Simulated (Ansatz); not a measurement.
# Ba2IBrF2: the cost of one run

Program: Ansatz 0.2.0. Level of theory: DFT r2SCAN, scalar-relativistic, plane waves, PAW. These are calculated values, not measurements.

## (1) Starting point

The structure is tetragonal, space group P4mm (No. 99). The conventional cell has a = 4.571 Å, b = 4.571 Å, c = 7.983 Å, α = 90.00°, β = 90.00°, γ = 90.00°. Ba (site symmetry 4mm) has 4 F at 2.65 Å and 4 I at 3.59 Å as nearest neighbours. Ba (site symmetry 4mm) is surrounded by 4 F at 2.71 Å and 4 Br at 3.42 Å and 1 I at 3.64 Å. Around I (site symmetry 4mm) lie 5 Ba at 3.59 to 3.64 Å and 4 F at 3.69 Å. Around Br (site symmetry 4mm) lie 6 Ba at 3.42 to 4.07 Å and 4 F at 3.44 Å. Around F (site symmetry 2mm) lie 4 Ba at 2.65 to 2.71 Å.

Coordinates:

```cif
data_structure
_symmetry_space_group_name_H-M 'P4mm'
_symmetry_Int_Tables_number 99
_cell_length_a 4.5708
_cell_length_b 4.5708
_cell_length_c 7.9829
_cell_angle_alpha 90.000
_cell_angle_beta 90.000
_cell_angle_gamma 90.000
_cell_volume 166.78
loop_
_atom_site_label
_atom_site_type_symbol
_atom_site_symmetry_multiplicity
_atom_site_Wyckoff_symbol
_atom_site_fract_x
_atom_site_fract_y
_atom_site_fract_z
_atom_site_occupancy
Ba1 Ba 1 b 0.50000 0.50000 0.83651 1
Ba2 Ba 1 a 0.00000 0.00000 0.18588 1
I1 I 1 a 0.00000 0.00000 0.64211 1
Br1 Br 1 b 0.50000 0.50000 0.32675 1
F1 F 2 c 0.50000 0.00000 0.00437 1
```

It goes back to an entry of the Materials Project, which need not be the stable form.

It is the result of an earlier relaxation at this level (volume 27.80 Å³/atom; gap on the mesh: 4.90 eV).

## (2) The reference: the undisturbed cell on the scan's mesh

input.yaml reads:

```yaml
crystal:
  lattice:
    - [4.5708083944, 0.0, 0.0]
    - [0.0, 4.5708083944, 0.0]
    - [0.0, 0.0, 7.9828759632]
  atoms:
    - { symbol: Ba, position: [0.5, 0.5, 0.8365121601] }
    - { symbol: Ba, position: [0.0, 0.0, 0.1858813201] }
    - { symbol: I, position: [0.0, 0.0, 0.642111264] }
    - { symbol: Br, position: [0.5, 0.5, 0.3267457692] }
    - { symbol: F, position: [0.5, 0.0, 0.0043747432] }
    - { symbol: F, position: [0.0, 0.5, 0.0043747432] }
basis:
  ecutwfc: 500
kpoints:
  mp_grid: { grid: [6, 6, 4] }
hamiltonian:
  xc: r2scan
scf:
  occupations: { method: gaussian, width: 0.05 }
output:
  forces: true
  stress: true
  eigenvalues: true
  write_density: true
  write_potential: true
  elf: true
  volumetric_format: npy
```

Run with:

```console
ansatz run input.yaml --threads 1 --pin off --max-ram 2560MiB --backend cpu --events-out ev --progress --plain --runs-dir out
```

Q: Estimate wall time and peak memory on 1 thread of Intel Xeon Platinum 8488C (Sapphire Rapids), shared host.

About 28 s, with a peak of 0.79 GiB.
